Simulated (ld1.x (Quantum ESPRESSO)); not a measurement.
# Ga: generating and testing an RRKJ potential

Task: generate the file, and judge it by its errors in other configurations, its logarithmic derivatives, its ghosts and its cutoff.

Program: ld1.x (Quantum ESPRESSO) 7.5. Reference atom: LDA (PW92), scalar-relativistic, spherical and spin-unpolarised. All values are calculated.

### Step 1. Starting point

The settings as typed:

```
element                 : gallium (Ga, Z = 31)
type                    : norm-conserving RRKJ (Kleinman–Bylander form)
frozen core             : [Ar]
valence charge          : 13
reference configuration : 3d10 4s2 4p1
partial waves           : 4s (bound): rc 1.75 bohr; 4p (bound): rc 2.75 bohr; 3d (bound): rc 1.25 bohr
local potential         : the d channel
core correction         : Bessel-smoothed model core inside 0.60 bohr
```

The outer shells as boxes (Hund's rule for the drawing; the calculation is spin-unpolarised):

```
[Ar] core
3d [↑↓][↑↓][↑↓][↑↓][↑↓]
4s [↑↓]
4p [↑ ][  ][  ]
```

An earlier all-electron run gives the scale for the radii.

All-electron outer shells of the reference configuration (LDA (PW92), scalar-relativistic, ld1.x):

```csv
shell,level (eV),outermost node (bohr),outermost maximum (bohr)
3s,-147.44,0.27,0.56
3p,-98.66,0.24,0.56
3d,-19.41,–,0.53
4s,-9.17,0.81,1.87
4p,-2.73,0.87,2.53
```

### Step 2. Generating the potential

Ga.in reads:

```
 &input
   title='Ga', zed=31., rel=1, dft='PW', iswitch=3,
   config='[Ar] 3d10 4s2 4p1',
   nld=3, rlderiv=3.00, eminld=-3.0, emaxld=5.0, deld=0.02
 /
 &inputp
   pseudotype=2, tm=.false., rho0=0.02, lloc=2,
   nlcc=.true., new_core_ps=.true., rcore=0.60,
   file_pseudopw='Ga.UPF', file_wfcaegen='ae.wfc', file_wfcncgen='nc.wfc', file_beta='beta', file_chi='chi'
 /
3
4S  1  0   2.00   0.00  1.75  1.75  0.0
4P  2  1   1.00   0.00  2.75  2.75  0.0
3D  3  2  10.00   0.00  1.25  1.25  0.0
 &test
   configts(1)='3d10 4s2 4p1'
 /
```

Run with:

```console
ld1.x < Ga.in > Ga.out
```

Output in Ga.out (without the banner and most projector matrices):

```text
     Program LD1 v.7.5
     --------------------------- All-electron run ----------------------------

     Ga
     scalar relativistic calculation

     atomic number is 31.00
     dft =PW   lsd =0 sic =0 latt =0  beta=0.20 tr2=1.0E-14
     Exchange-correlation= PW
                           (   1   4   0   0   0   0   0)
     mesh =1205 r(mesh) = 101.09016 a.u. xmin = -7.00 dx = 0.01250
     1 Ry =  13.60569312 eV, c = 137.03599908

     n l     nl                  e(Ry)          e(Ha)          e(eV)
     1 0     1S 1( 2.00)      -750.4709      -375.2355    -10210.6771
     2 0     2S 1( 2.00)       -92.6127       -46.3063     -1260.0596
     2 1     2P 1( 6.00)       -80.7168       -40.3584     -1098.2081
     3 0     3S 1( 2.00)       -10.8363        -5.4181      -147.4352
     3 1     3P 1( 6.00)        -7.2513        -3.6257       -98.6593
     3 2     3D 1(10.00)        -1.4264        -0.7132       -19.4071
     4 0     4S 1( 2.00)        -0.6740        -0.3370        -9.1703
     4 1     4P 1( 1.00)        -0.2009        -0.1004        -2.7331

     final scf error:  1.6E-15 reached in  29 iterations

     Etot =   -3882.243583 Ry,   -1941.121791 Ha,  -52820.614817 eV

     Ekin =    3946.704062 Ry,    1973.352031 Ha,   53697.644309 eV
     Encl =   -9361.625946 Ry,   -4680.812973 Ha, -127371.409759 eV
     Eh   =    1677.888875 Ry,     838.944438 Ha,   22828.841128 eV
     Exc  =    -145.210573 Ry,     -72.605287 Ha,   -1975.690495 eV

     normalization and overlap integrals

     s(1S/1S) =  1.000000  <r> =   0.0487  <r2> =    0.0032  r(max) =   0.0319
     s(2S/2S) =  1.000000  <r> =   0.2182  <r2> =    0.0562  r(max) =   0.1833
     s(2P/2P) =  1.000000  <r> =   0.1909  <r2> =    0.0447  r(max) =   0.1464
     s(3S/3S) =  1.000000  <r> =   0.6531  <r2> =    0.4929  r(max) =   0.5647
     s(3P/3P) =  1.000000  <r> =   0.6800  <r2> =    0.5460  r(max) =   0.5647
     s(3D/3D) =  1.000000  <r> =   0.8111  <r2> =    0.8645  r(max) =   0.5305
     s(4S/4S) =  1.000000  <r> =   2.3302  <r2> =    6.3244  r(max) =   1.8748
     s(4P/4P) =  1.000000  <r> =   3.3751  <r2> =   13.7520  r(max) =   2.5307

     ------------------------ End of All-electron run ------------------------

     --------------------- Generating NC pseudopotential ---------------------

      Generating local pot.: lloc=2, matching radius rcloc =   1.2500

      Computing core charge for nlcc:

       r > 0.60 : true rho core
      Core charge pseudized with two Bessel functions
      Integrated core pseudo-charge :   9.44

      Wfc   4S  rcut= 1.761  Estimated cut-off energy=       14.01 Ry
      Using 4 Bessel functions for this wfc, rho(0) = 0.020
      This function has    0 nodes for 0 < r <    1.761

      Wfc   4P  rcut= 2.762  Estimated cut-off energy=       22.87 Ry
      This function has    0 nodes for 0 < r <    2.762

     ------------------- End of pseudopotential generation -------------------

     [... the all-electron block is printed once more ...]


     Computing logarithmic derivative in   2.99601
     Computing logarithmic derivative in   2.99601
     Computing the partial wave expansion
     R is outside the sphere for l=    0 j= 0.00
     R is outside the sphere for l=    1 j= 0.00
       no projector for channel:   2

     ---------------------- Testing the pseudopotential ----------------------

     Ga
     scalar relativistic calculation

     atomic number is 31.00   valence charge is 13.00
     dft =PW   lsd =0 sic =0 latt =0  beta=0.20 tr2=1.0E-14
     mesh =1205 r(mesh) = 101.09016 xmin = -7.00 dx = 0.01250

     n l     nl             e AE (Ry)        e PS (Ry)    De AE-PS (Ry)
     3 2     3D   1(10.00)       -1.42640       -1.42641        0.00001
     1 0     4S   1( 2.00)       -0.67400       -0.67400        0.00000
     2 1     4P   1( 1.00)       -0.20088       -0.20088        0.00000

     eps = 6.7E-15  iter = 25

     Etot =   -3882.243583 Ry,   -1941.121791 Ha,  -52820.614817 eV
     Etotps =  -173.173264 Ry,     -86.586632 Ha,   -2356.142282 eV

     Ekin =     196.881100 Ry,      98.440550 Ha,    2678.703832 eV
     Encl =    -461.743297 Ry,    -230.871648 Ha,   -6282.337598 eV
     Ehrt =     139.527558 Ry,      69.763779 Ha,    1898.369135 eV
     Ecxc =     -49.522286 Ry,     -24.761143 Ha,    -673.785023 eV
     (Ecc =     -21.108242 Ry,     -10.554121 Ha,    -287.192265 eV)
     Epseu=       1.683661 Ry,       0.841830 Ha,      22.907371 eV

     ---------------------- End of pseudopotential test ----------------------
```

Run time: 6 s. Hardware: 1 thread of Neoverse-V1, shared host. This counts the later configuration tests of the new file too.

All-electron and pseudo partial waves u(r) = r·R(r), from the program's wave files:

```tsv
r (bohr)	4s AE	4s PS	4p AE	4p PS
0.138	0.1929	0.0469	0.1177	0.0036
0.275	-0.0387	0.0835	-0.0600	0.0146
0.413	-0.2868	0.1087	-0.1936	0.0332
0.550	-0.2995	0.1312	-0.2028	0.0595
0.688	-0.1627	0.1666	-0.1343	0.0938
0.825	0.0252	0.2266	-0.0344	0.1351
0.963	0.2120	0.3133	0.0723	0.1832
1.100	0.3714	0.4147	0.1717	0.2356
1.238	0.4983	0.5150	0.2601	0.2909
1.375	0.5912	0.5978	0.3347	0.3456
1.513	0.6550	0.6573	0.3968	0.3978
1.650	0.6937	0.6940	0.4464	0.4444
1.788	0.7123	0.7123	0.4856	0.4841
1.925	0.7150	0.7150	0.5151	0.5153
2.062	0.7055	0.7055	0.5366	0.5381
2.200	0.6868	0.6868	0.5512	0.5530
2.338	0.6613	0.6613	0.5597	0.5612
2.475	0.6314	0.6314	0.5633	0.5640
2.613	0.5983	0.5983	0.5626	0.5627
2.750	0.5637	0.5637	0.5584	0.5584
2.888	0.5282	0.5282	0.5513	0.5513
3.025	0.4929	0.4929	0.5419	0.5419
3.162	0.4583	0.4583	0.5306	0.5306
3.300	0.4245	0.4245	0.5176	0.5176
3.438	0.3920	0.3920	0.5035	0.5035
3.575	0.3612	0.3612	0.4885	0.4885
```

### Step 3. Testing the new file in other configurations

Ga.test.in reads:

```
 &input
   title='Ga', zed=31., rel=1, dft='PW', iswitch=2,
   config='[Ar] 3d10 4s2 4p1'
 /
 &test
   file_pseudo='Ga.UPF', nconf=10,
   configts(1)='3d10 4s2 4p1',
   configts(2)='3d10 4s2 4p0',
   configts(3)='3d10 4s1 4p0',
   configts(4)='3d10 4s0 4p0',
   configts(5)='3d10 4s1 4p1',
   configts(6)='3d10 4s2 4p1.3',
   configts(7)='3d9 4s2 4p1',
   configts(8)='3d9 4s2 4p2',
   configts(9)='3d10 4s2 4p1', lsdts(9)=1,
   configts(10)='3d10 4s1 4p0', lsdts(10)=1
 /
```

Run with:

```console
ld1.x < Ga.test.in > Ga.test.out
```

Ga.test.out, the pseudopotential blocks, each with the warnings that came before it:

```text
     ---------------------- Testing the pseudopotential ----------------------

     Ga
     scalar relativistic calculation

     atomic number is 31.00   valence charge is 13.00
     dft =PW   lsd =0 sic =0 latt =0  beta=0.20 tr2=1.0E-14
     mesh =1205 r(mesh) = 101.09016 xmin = -7.00 dx = 0.01250

     n l     nl             e AE (Ry)        e PS (Ry)    De AE-PS (Ry)
     3 2     3D   1(10.00)       -1.42640       -1.42641        0.00001
     1 0     4S   1( 2.00)       -0.67400       -0.67400        0.00000
     2 1     4P   1( 1.00)       -0.20088       -0.20088        0.00000

     eps = 2.0E-15  iter = 26

     Etot =   -3882.243583 Ry,   -1941.121791 Ha,  -52820.614817 eV
     Etotps =  -173.173265 Ry,     -86.586632 Ha,   -2356.142300 eV

     Ekin =     196.881098 Ry,      98.440549 Ha,    2678.703798 eV
     Encl =    -461.743296 Ry,    -230.871648 Ha,   -6282.337587 eV
     Ehrt =     139.527558 Ry,      69.763779 Ha,    1898.369138 eV
     Ecxc =     -49.522286 Ry,     -24.761143 Ha,    -673.785021 eV
     (Ecc =     -21.108242 Ry,     -10.554121 Ha,    -287.192265 eV)
     Epseu=       1.683661 Ry,       0.841830 Ha,      22.907372 eV

     ---------------------- End of pseudopotential test ----------------------

     ---------------------- Testing the pseudopotential ----------------------

     Ga
     [...]
     n l     nl             e AE (Ry)        e PS (Ry)    De AE-PS (Ry)
     3 2     3D   1(10.00)       -2.04010       -2.03627       -0.00382
     1 0     4S   1( 2.00)       -1.22402       -1.22403        0.00001
     2 1     4P   1( 0.00)       -0.68347       -0.68349        0.00002

     eps = 5.4E-16  iter = 17

     Etot =   -3881.811222 Ry,   -1940.905611 Ha,  -52814.732244 eV
     Etotps =  -172.740852 Ry,     -86.370426 Ha,   -2350.259026 eV
     dEtot_ae =       0.432361 Ry
     dEtot_ps =       0.432413 Ry,   Delta E=      -0.000052 Ry

     [...]
     ---------------------- End of pseudopotential test ----------------------

     ---------------------- Testing the pseudopotential ----------------------

     Ga
     [...]
     n l     nl             e AE (Ry)        e PS (Ry)    De AE-PS (Ry)
     3 2     3D   1(10.00)       -2.92098       -2.91148       -0.00950  !
     1 0     4S   1( 1.00)       -1.94570       -1.94671        0.00101
     2 1     4P   1( 0.00)       -1.32541       -1.32613        0.00072

     eps = 4.2E-15  iter = 26

     Etot =   -3880.231156 Ry,   -1940.115578 Ha,  -52793.234354 eV
     Etotps =  -171.160239 Ry,     -85.580119 Ha,   -2328.753686 eV
     dEtot_ae =       2.012427 Ry
     dEtot_ps =       2.013026 Ry,   Delta E=      -0.000599 Ry

     [...]
     ---------------------- End of pseudopotential test ----------------------

     Warning: n=2, l=1 expected 0 nodes, found 1
     ---------------------- Testing the pseudopotential ----------------------

     Ga
     [...]
     n l     nl             e AE (Ry)        e PS (Ry)    De AE-PS (Ry)
     3 2     3D   1(10.00)       -3.88444       -3.87060       -0.01384  !
     1 0     4S   1( 0.00)       -2.69761       -2.70298        0.00537  !
     2 1     4P   1( 0.00)       -1.99689       -2.07198        0.07509  !

     eps = 6.3E-16  iter = 18

     Etot =   -3877.908883 Ry,   -1938.954442 Ha,  -52761.638227 eV
     Etotps =  -168.835088 Ry,     -84.417544 Ha,   -2297.118400 eV
     dEtot_ae =       4.334699 Ry
     dEtot_ps =       4.338177 Ry,   Delta E=      -0.003477 Ry

     [...]
     ---------------------- End of pseudopotential test ----------------------

     ---------------------- Testing the pseudopotential ----------------------

     Ga
     [...]
     n l     nl             e AE (Ry)        e PS (Ry)    De AE-PS (Ry)
     3 2     3D   1(10.00)       -2.17277       -2.16938       -0.00339
     1 0     4S   1( 1.00)       -1.30447       -1.30470        0.00023
     2 1     4P   1( 1.00)       -0.74925       -0.74932        0.00007

     eps = 7.7E-15  iter = 21

     Etot =   -3881.263599 Ry,   -1940.631799 Ha,  -52807.281452 eV
     Etotps =  -172.193122 Ry,     -86.096561 Ha,   -2342.806777 eV
     dEtot_ae =       0.979984 Ry
     dEtot_ps =       0.980143 Ry,   Delta E=      -0.000159 Ry

     [...]
     ---------------------- End of pseudopotential test ----------------------

     ---------------------- Testing the pseudopotential ----------------------

     Ga
     [...]
     n l     nl             e AE (Ry)        e PS (Ry)    De AE-PS (Ry)
     3 2     3D   1(10.00)       -1.28341       -1.28389        0.00048
     1 0     4S   1( 2.00)       -0.54006       -0.54008        0.00002
     2 1     4P   1( 1.30)       -0.08453       -0.08454        0.00001

     eps = 6.9E-15  iter = 23

     Etot =   -3882.285942 Ry,   -1941.142971 Ha,  -52821.191141 eV
     Etotps =  -173.215629 Ry,     -86.607814 Ha,   -2356.718688 eV
     dEtot_ae =      -0.042359 Ry
     dEtot_ps =      -0.042364 Ry,   Delta E=       0.000005 Ry

     [...]
     ---------------------- End of pseudopotential test ----------------------

     Warning: convergence not achieved
     Warning: n=1, l=0 expected 0 nodes, found 1
     Warning: n=3, l=2 expected 0 nodes, found 1
     ---------------------- Testing the pseudopotential ----------------------

     Ga
     [...]
     n l     nl             e AE (Ry)        e PS (Ry)    De AE-PS (Ry)
     3 2     3D   1( 9.00)       -2.73472       -0.00000       -2.73472  !
     1 0     4S   1( 2.00)       -1.44002       -0.09250       -1.34752  !
     2 1     4P   1( 1.00)       -0.83263       -0.01728       -0.81535  !

     eps = 1.2E-01  iter =201

     Etot =   -3880.187678 Ry,   -1940.093839 Ha,  -52792.642805 eV
     Etotps =   -52.681177 Ry,     -26.340588 Ha,    -716.763922 eV
     dEtot_ae =       2.055905 Ry
     dEtot_ps =     120.492088 Ry,   Delta E=    -118.436183 Ry

     [...]
     ---------------------- End of pseudopotential test ----------------------

     Warning: convergence not achieved
     ---------------------- Testing the pseudopotential ----------------------

     Ga
     [...]
     n l     nl             e AE (Ry)        e PS (Ry)    De AE-PS (Ry)
     3 2     3D   1( 9.00)       -2.08087       -0.00000       -2.08087  !
     1 0     4S   1( 2.00)       -0.84925       -0.00000       -0.84925  !
     2 1     4P   1( 2.00)       -0.29633       -0.00000       -0.29633  !

     eps = 6.6E-02  iter =201

     Etot =   -3880.743164 Ry,   -1940.371582 Ha,  -52800.200575 eV
     Etotps =   -52.448808 Ry,     -26.224404 Ha,    -713.602393 eV
     dEtot_ae =       1.500419 Ry
     dEtot_ps =     120.724457 Ry,   Delta E=    -119.224037 Ry

     [...]
     ---------------------- End of pseudopotential test ----------------------

     ---------------------- Testing the pseudopotential ----------------------

     Ga
     [...]
     n l     nl             e AE (Ry)        e PS (Ry)    De AE-PS (Ry)
     3 2     3D   1( 5.00)       -1.42402       -1.42373       -0.00029
     1 0     4S   1( 1.00)       -0.69006       -0.69017        0.00011
     2 1     4P   1( 1.00)       -0.21751       -0.21756        0.00006
     3 2     3D   2( 5.00)       -1.41909       -1.41938        0.00030
     1 0     4S   2( 1.00)       -0.64794       -0.64776       -0.00019
     2 1     4P   2( 0.00)       -0.17458       -0.17447       -0.00012

     eps = 6.9E-16  iter = 26

     Etot =   -3882.254219 Ry,   -1941.127110 Ha,  -52820.759536 eV
     Etotps =  -173.183944 Ry,     -86.591972 Ha,   -2356.287595 eV
     dEtot_ae =      -0.010637 Ry
     dEtot_ps =      -0.010679 Ry,   Delta E=       0.000042 Ry

     [...]
     ---------------------- End of pseudopotential test ----------------------

     ---------------------- Testing the pseudopotential ----------------------

     Ga
     [...]
     n l     nl             e AE (Ry)        e PS (Ry)    De AE-PS (Ry)
     3 2     3D   1( 5.00)       -2.92573       -2.91611       -0.00962  !
     1 0     4S   1( 1.00)       -1.98588       -1.98711        0.00123
     2 1     4P   1( 0.00)       -1.36218       -1.36319        0.00102
     3 2     3D   2( 5.00)       -2.90838       -2.89948       -0.00890  !
     1 0     4S   2( 0.00)       -1.88767       -1.88886        0.00119
     2 1     4P   2( 0.00)       -1.27027       -1.27101        0.00074

     eps = 3.0E-15  iter = 23

     Etot =   -3880.255226 Ry,   -1940.127613 Ha,  -52793.561837 eV
     Etotps =  -171.184337 Ry,     -85.592169 Ha,   -2329.081559 eV
     dEtot_ae =       1.988357 Ry
     dEtot_ps =       1.988928 Ry,   Delta E=      -0.000570 Ry

     [...]
     ---------------------- End of pseudopotential test ----------------------
```

2 tests gave no usable energy difference (3d9 4s2 4p1; 3d9 4s2 4p2).

Excitation and ionisation energies from 3d10 4s2 4p1, with the error of the potential. Spin-polarised rows fill open shells by Hund's rule and count from the unpolarised reference. A star marks tests that logged a warning. The frozen-core shift comes from a second all-electron run, not shown, with the core orbitals held at their reference shape; it is that run's ΔE less the relaxed one.

| valence configuration | charge | ΔE all-electron (eV) | error AE − PS (meV) | frozen-core shift (meV) |
| --- | --- | --- | --- | --- |
| 3d10 4s2 4p0 | +1 | 5.883 | -0.7 | +0.7 |
| 3d10 4s1 4p0 | +2 | 27.380 | -8.1 | +4.3 |
| 3d10 4s0 4p0 * | +3 | 58.977 | -47 | +14 |
| 3d10 4s1 4p1 | +1 | 13.333 | -2.2 | +1.6 |
| 3d10 4s2 4p1.3 | -0.3 | -0.576 | +0.1 | -0.1 |
| 3d10 4s2 4p1 (spin-polarised) | 0 | -0.145 | +0.6 | +0.1 |
| 3d10 4s1 4p0 (spin-polarised) | +2 | 27.053 | -7.8 | +5.1 |

### Step 4. Logarithmic derivatives

Taken from the files of the generation run. The phase is arctan(r·u′/u) with u = r·R, unwrapped, with energies in Ry. A pole is an energy at which the radial function vanishes at the test radius. The pseudo phase is shifted by a multiple of π to meet the all-electron one at the reference energy. Levels narrower than the energy grid can be missing from the poles. The last column is the largest difference on the grid between −1 and +1 Ry.

| channel | radius (bohr) | reference (Ry) | poles AE | poles PS | window around the reference with phases within 0.05 rad (Ry) | largest difference near zero (rad) |
| --- | --- | --- | --- | --- | --- | --- |
| s | 3.00 | -0.67 | -0.09 | -0.09, 4.28 | below 1.5 | 0.008 |
| p | 3.00 | -0.20 | 0.83 | 0.82 | below 2.5 | 0.002 |
| d | 3.00 | -1.43 | -1.41, 2.48 | -1.41, 2.60 | below 0.6 | 0.075 |

Phases (rad) along the scan:

```tsv
E (Ry)	d AE	d PS	p AE	p PS
-3.00	1.382	1.382	1.362	1.362
-2.52	1.365	1.365	1.338	1.338
-2.04	1.340	1.341	1.304	1.304
-1.56	1.273	1.273	1.249	1.249
-1.08	-1.837	-1.837	1.141	1.141
-0.60	-1.908	-1.907	0.813	0.813
-0.12	-2.025	-2.021	-0.673	-0.673
0.36	-2.316	-2.301	-1.392	-1.392
0.84	-3.356	-3.281	-1.573	-1.575
1.32	-4.295	-4.257	-1.674	-1.677
1.80	-4.561	-4.539	-1.768	-1.776
2.28	-4.678	-4.660	-1.907	-1.929
2.76	-4.755	-4.736	-2.245	-2.349
3.24	-4.825	-4.799	-3.429	-3.709
3.72	-4.913	-4.868	-4.254	-4.341
4.20	-5.075	-4.970	-4.479	-4.522
4.68	-5.615	-5.193	-4.577	-4.607
```

### Step 5. Cutoff and ghost test in a Bessel basis

This step uses the generator's waves and projectors in a separate script. Basis: spherical Bessel functions vanishing at 20 bohr, q² up to the cutoff; potential fixed at the reference.

All-electron valence levels (Ry): 4s -0.6740, 4p -0.2009, 3d -1.4264. The lowest levels of each channel (Ry) by cutoff; the last column sums, over occupied levels, occupation times the distance from the level at 400 Ry. A positive value at high cutoff is not a bound level.

```tsv
cutoff (Ry)	s #1	s #2	p #1	p #2	d #1	f #1	Σ f·Δε (mRy)
8	-0.6438	-0.0239	-0.1994	0.0273	0.0495	0.1046	14821.0
15	-2.5709	-0.5855	-0.2008	0.0272	0.0491	0.1046	14932.2
25	-10.0616	-0.6527	-0.2009	0.0272	0.0486	0.1046	14792.9
40	-17.2836	-0.6717	-3.3472	-0.2009	0.0468	0.1046	14736.5
55	-20.1770	-0.6739	-6.1498	-0.2009	-0.0181	0.1046	14083.2
90	-21.9389	-0.6740	-8.8931	-0.2009	-1.0474	0.1046	3790.1
120	-22.0909	-0.6740	-9.4366	-0.2009	-1.3609	0.1046	655.4
180	-22.0985	-0.6740	-9.4975	-0.2009	-1.4258	0.1046	6.3
260	-22.1009	-0.6740	-9.4995	-0.2009	-1.4261	0.1046	3.0
400	-22.1013	-0.6740	-9.5000	-0.2009	-1.4264	0.1046	0.0
```

The sum stays within 10 mRy from 180 Ry and within 1 mRy only somewhere over 300 Ry. The sum leaves out empty levels, which can need more. Ghost test: ghost states, bound below the all-electron valence or empty levels of the same l: s at -300.7 eV, p at -129.3 eV.

### Step 6. Results

```
                                                quantity                                                                         value
               cutoffs for 10 and 1 mRy, occupied levels                                                        180 Ry and over 300 Ry
                                            bound ghosts                                              s at -300.70 eV, p at -129.25 eV
         largest test error (AE − PS), unpolarised tests  -47 meV, for 3d10 4s0 4p0 (one of 3 tests with a warning) (2 tests unsolved)
largest phase difference near zero energy, channels read                                                                     0.075 rad
```

In words: A bound ghost (s, p) makes it unfit for use: electrons can fall into a state that the atom doesn't have. By total energies transferability is fair where solved: the largest error is 47 meV on 59.0 eV, for 3d10 4s0 4p0. That test lies far up in energy; among those under 40 eV, nearer to bonding, the largest error is 8.1 meV. Of the tests 2 gave no usable energy difference, which is a warning in itself. It counts as very hard, with 180 Ry needed at the looser tolerance. The tighter tolerance needs over 300 Ry, and converged work needs a cutoff nearer that. The slowest occupied level is 3d: taken alone it needs 180 Ry to come within 1 mRy, against 50 Ry for 4s. Near zero energy the largest phase difference among the channels read is 0.08 rad, in the d channel. All of this concerns the isolated atom, not yet a solid.
